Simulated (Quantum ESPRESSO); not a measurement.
# PbO2 (Fm-3m) in Quantum ESPRESSO: single point with PBEsol

Aim: the single point of PbO2 with PBEsol.

Program: Quantum ESPRESSO 7.5. These are calculated values, not measurements. Logs are shortened: lines on timing, memory, paths and dates and some standing lists are left out, and cuts for length are marked.

## Step 1: Starting point

It takes space group Fm-3m (No. 225, cubic). Conventional cell: a = 5.404 Å, b = 5.404 Å, c = 5.404 Å, α = 90.00°, β = 90.00°, γ = 90.00°. Around Pb (site symmetry m-3m) lie 8 O at 2.34 Å. O (site symmetry -43m) is surrounded by 4 Pb at 2.34 Å.

The cell comes from a database or a generator and needn't be the stable form of this composition.

## Step 2: Single point, PBEsol, non-collinear spin, zero start, spin-orbit coupling

Contents of scf.in:

```
&CONTROL
  calculation = 'scf'
  prefix = 'pwscf'
  outdir = './tmp'
  pseudo_dir = './pseudo'
/
&SYSTEM
  ibrav = 0
  nat = 3
  ntyp = 2
  ecutwfc = 84
  nbnd = 40
  occupations = 'smearing'
  smearing = 'fd'
  degauss = 0.00367493
  noncolin = .true.
  lspinorb = .true.
  force_symmorphic = .true.
/
&ELECTRONS
  conv_thr = 6d-10
  electron_maxstep = 120
  mixing_beta = 0.5
/
ATOMIC_SPECIES
Pb   207.2000 Pb.upf
O     15.9990 O.upf
CELL_PARAMETERS bohr
   0.0000000000    5.1060248709    5.1060248709
   5.1060248709    0.0000000000    5.1060248709
   5.1060248709    5.1060248709    0.0000000000
ATOMIC_POSITIONS bohr
Pb     0.0000000000    0.0000000000    0.0000000000
O      7.6590373064    7.6590373064    7.6590373064
O      2.5530124355    2.5530124355    2.5530124355
K_POINTS automatic
10 10 10 0 0 0
```

Contents of nscf.in:

```
&CONTROL
  calculation = 'nscf'
  prefix = 'pwscf'
  outdir = './tmp'
  pseudo_dir = './pseudo'
/
&SYSTEM
  ibrav = 0
  nat = 3
  ntyp = 2
  ecutwfc = 84
  nbnd = 226
  occupations = 'smearing'
  smearing = 'fd'
  degauss = 0.00367493
  noncolin = .true.
  lspinorb = .true.
  force_symmorphic = .true.
/
&ELECTRONS
  conv_thr = 1d-08
  diago_full_acc = .true.
  diago_thr_init = 1d-06
/
ATOMIC_SPECIES
Pb   207.2000 Pb.upf
O     15.9990 O.upf
CELL_PARAMETERS bohr
   0.0000000000    5.1060248709    5.1060248709
   5.1060248709    0.0000000000    5.1060248709
   5.1060248709    5.1060248709    0.0000000000
ATOMIC_POSITIONS bohr
Pb     0.0000000000    0.0000000000    0.0000000000
O      7.6590373064    7.6590373064    7.6590373064
O      2.5530124355    2.5530124355    2.5530124355
K_POINTS automatic
4 4 4 0 0 0
```

Potentials or basis: PseudoDojo 0.4 FR PBEsol standard.

Launch:

```sh
$ OMP_NUM_THREADS=1 pw.x -in scf.in > scf.out
$ OMP_NUM_THREADS=1 pw.x -in nscf.in > nscf.out
```

scf.out:

```text
This program is part of the open-source Quantum ESPRESSO suite
     for quantum simulation of materials; please cite
[... 9 lines left out ...]
     --------------------
     sticks:   dense  smooth     PW     G-vecs:    dense   smooth      PW
     Sum        1201    1201    361                27581    27581    4477

     Using Slab Decomposition

     bravais-lattice index     =            0
     lattice parameter (alat)  =       7.2210  a.u.
     unit-cell volume          =     266.2434 (a.u.)^3
     number of atoms/cell      =            3
     number of atomic types    =            2
     number of electrons       =        26.00
     number of Kohn-Sham states=           40
     kinetic-energy cutoff     =      84.0000  Ry
     charge density cutoff     =     336.0000  Ry
     scf convergence threshold =      6.0E-10
     mixing beta               =       0.5000
     number of iterations used =            8  plain     mixing
     Exchange-correlation= PBESOL
                           (   1   4  10   8   0   0   0)
     Non magnetic calculation with spin-orbit

     celldm(1)=   7.221010  celldm(2)=   0.000000  celldm(3)=   0.000000
     celldm(4)=   0.000000  celldm(5)=   0.000000  celldm(6)=   0.000000

     crystal axes: (cart. coord. in units of alat)
               a(1) = (   0.000000   0.707107   0.707107 )
               a(2) = (   0.707107   0.000000   0.707107 )
               a(3) = (   0.707107   0.707107   0.000000 )

     reciprocal axes: (cart. coord. in units 2 pi/alat)
               b(1) = ( -0.707107  0.707107  0.707107 )
               b(2) = (  0.707107 -0.707107  0.707107 )
               b(3) = (  0.707107  0.707107 -0.707107 )

     PseudoPot. # 1 for Pb read from file:
     Pb.upf
     Pseudo is Norm-conserving + core correction, Zval = 14.0
     Generated using ONCVPSP code by D. R. Hamann
     Using radial grid of 1760 points, 10 beta functions with:
                l(1) =   0
                l(2) =   0
                l(3) =   1
                l(4) =   1
                l(5) =   1
                l(6) =   1
                l(7) =   2
                l(8) =   2
                l(9) =   2
               l(10) =   2

     PseudoPot. # 2 for O  read from file:
     O.upf
     Pseudo is Norm-conserving + core correction, Zval =  6.0
     Generated using ONCVPSP code by D. R. Hamann
     Using radial grid of  936 points,  8 beta functions with:
                l(1) =   0
                l(2) =   0
                l(3) =   1
                l(4) =   1
                l(5) =   1
                l(6) =   1
                l(7) =   2
                l(8) =   2

     atomic species   valence    mass     pseudopotential
     Pb               14.00   207.20000     Pb( 1.00)
     O                 6.00    15.99900     O ( 1.00)

     48 Sym. Ops., with inversion, found

   Cartesian axes

     site n.     atom                  positions (alat units)
         1        Pb     tau(   1) = (   0.0000000   0.0000000   0.0000000  )
         2        O      tau(   2) = (   1.0606602   1.0606602   1.0606602  )
         3        O      tau(   3) = (   0.3535534   0.3535534   0.3535534  )

     number of k points=    47  Fermi-Dirac smearing, width (Ry)=  0.0037
                       cart. coord. in units 2pi/alat
        k(    1) = (   0.0000000   0.0000000   0.0000000), wk =   0.0010000
        k(    2) = (   0.0707107   0.0707107  -0.0707107), wk =   0.0080000
        k(    3) = (   0.1414214   0.1414214  -0.1414214), wk =   0.0080000
        k(    4) = (   0.2121320   0.2121320  -0.2121320), wk =   0.0080000
        k(    5) = (   0.2828427   0.2828427  -0.2828427), wk =   0.0080000
        k(    6) = (  -0.3535534  -0.3535534   0.3535534), wk =   0.0040000
[... 39 lines left out ...]
        k(   46) = (  -0.0707107  -0.3535534   0.6363961), wk =   0.0240000
        k(   47) = (  -0.7071068   0.2828427   0.0000000), wk =   0.0120000

     Dense  grid:    27581 G-vectors     FFT dimensions: (  45,  45,  45)

     Initial potential from superposition of free atoms

     starting charge      25.9977, renormalised to      26.0000
     Starting wfcs are   34 randomized atomic wfcs +    6 random wfcs

     Self-consistent Calculation

     iteration #  1     ecut=    84.00 Ry     beta= 0.50
     Davidson diagonalization with overlap
     ethr =  1.00E-02,  avg # of iterations =  5.0

     total energy              =    -205.77027801 Ry
     estimated scf accuracy    <       0.66703886 Ry
[... 12 lines left out ...]
     total energy              =    -206.01124011 Ry
     estimated scf accuracy    <       0.00441478 Ry

     iteration #  4     ecut=    84.00 Ry     beta= 0.50
     Davidson diagonalization with overlap
     c_bands:  1 eigenvalues not converged
     c_bands:  1 eigenvalues not converged
     ethr =  1.70E-05,  avg # of iterations =  7.7

     total energy              =    -206.01196551 Ry
     estimated scf accuracy    <       0.00079520 Ry

     iteration #  5     ecut=    84.00 Ry     beta= 0.50
     Davidson diagonalization with overlap
     ethr =  3.06E-06,  avg # of iterations =  4.4
[... 32 lines left out ...]
     iteration # 10     ecut=    84.00 Ry     beta= 0.50
     Davidson diagonalization with overlap
     ethr =  3.57E-12,  avg # of iterations =  2.0

     End of self-consistent calculation

          k = 0.0000 0.0000 0.0000 (  3479 PWs)   bands (ev):

    -8.5822  -8.5822  -7.1055  -7.1055  -7.1055  -7.1055  -5.6992  -5.6992
    -4.7143  -4.7143  -4.5272  -4.5272  -4.5272  -4.5272   7.1209   7.1209
     7.8351   7.8351   7.8351   7.8351   7.9640   7.9640   8.3787   8.3787
     8.7164   8.7164   8.7164   8.7164  15.0117  15.0117  17.3958  17.3958
    17.3958  17.3958  21.3956  21.3956  25.3117  25.3117  25.3117  25.3117
[... 235 lines left out ...]
    -8.0354  -8.0354  -7.1586  -7.1586  -7.0183  -7.0183  -6.0466  -6.0466
    -4.5032  -4.5032  -4.3786  -4.3786  -3.2090  -3.2090   1.6902   1.6902
     5.1180   5.1180   5.4701   5.4701   9.6172   9.6172   9.6707   9.6707
     9.7316   9.7316  11.4856  11.4856  15.5739  15.5739  19.0976  19.0976
    19.8358  19.8358  21.1996  21.1996  26.3741  26.3741  26.5394  26.5394

          k = 0.2828 0.1414 0.0000 (  3466 PWs)   bands (ev):

    -8.1092  -8.1092  -7.4770  -7.4770  -7.0528  -7.0528  -6.0020  -6.0020
    -4.5658  -4.5658  -4.4757  -4.4757  -3.8992  -3.8992   4.2995   4.2995
     6.6460   6.6460   6.9269   6.9269   8.3291   8.3291   8.4099   8.4099
     9.1822   9.1822  10.9544  10.9544  15.3315  15.3315  17.5635  17.5635
    18.8250  18.8250  23.2070  23.2070  25.2695  25.2695  26.0234  26.0234
[... 115 lines left out ...]
    -7.9203  -7.9203  -7.6017  -7.6017  -6.6332  -6.6332  -6.0495  -6.0495
    -4.4553  -4.4553  -4.1157  -4.1157  -3.6899  -3.6899   1.7426   1.7426
     5.0001   5.0001   6.6144   6.6144   7.9060   7.9060   9.4779   9.4779
     9.8441   9.8441  12.0131  12.0131  16.9483  16.9483  18.9013  18.9013
    18.9832  18.9832  20.9326  20.9326  26.0416  26.0416  27.1984  27.1985

     the Fermi energy is     9.8530 ev

!    total energy              =    -206.01191347 Ry
     estimated scf accuracy    <          7.7E-11 Ry
     smearing contrib. (-TS)   =      -0.00033538 Ry
     internal energy E=F+TS    =    -206.01157809 Ry

     The total energy is F=E-TS. E is the sum of the following terms:
     one-electron contribution =     -32.79284863 Ry
     hartree contribution      =      37.01269489 Ry
     xc contribution           =     -55.83986444 Ry
     ewald contribution        =    -154.39155991 Ry

     convergence has been achieved in  10 iterations

=------------------------------------------------------------------------------=
   JOB DONE.
=------------------------------------------------------------------------------=
```

nscf.out:

```text
This program is part of the open-source Quantum ESPRESSO suite
     for quantum simulation of materials; please cite
         "P. Giannozzi et al., J. Phys.:Condens. Matter 21 395502 (2009);
         "P. Giannozzi et al., J. Phys.:Condens. Matter 29 465901 (2017);
         "P. Giannozzi et al., J. Chem. Phys. 152 154105 (2020);
     in publications or presentations arising from this work. More details at

[... 358 lines left out ...]
   106.6002 106.6002 107.0062 107.0062 107.2487 107.2487 109.0505 109.0505
   109.1792 109.1792

     the Fermi energy is     9.9378 ev
     (compare with:     9.8530 eV, computed in scf)

=------------------------------------------------------------------------------=
   JOB DONE.
=------------------------------------------------------------------------------=
```

Wall time 6.7 min (1 thread of Arm Neoverse V2, shared host); peak memory 0.31 GiB.

What came out:

- Band gap on the k mesh, mean-field level: none (metal or under the smearing width)

Levels at points of the mesh, in eV from the Fermi level:
| k point | band 22 | band 23 | band 24 | band 25 | band 26 | band 27 | band 28 | band 29 | band 30 | band 31 |
| --- | --- | --- | --- | --- | --- | --- | --- | --- | --- | --- |
| (0.00, 0.00, 0.00) | -1.97 | -1.56 | -1.56 | -1.22 | -1.22 | -1.22 | -1.22 | 5.07 | 5.07 | 7.46 |
| (0.00, 0.00, -0.50) | -2.75 | -1.57 | -1.57 | -1.44 | -1.44 | 2.46 | 2.46 | 6.60 | 6.60 | 8.40 |
| (0.00, -0.50, -0.50) | -0.32 | -0.27 | -0.27 | -0.21 | -0.21 | 1.55 | 1.55 | 5.64 | 5.64 | 9.16 |

Caveat: the k mesh is coarse (spacing up to 0.50 Å⁻¹), so the values aren't converged.
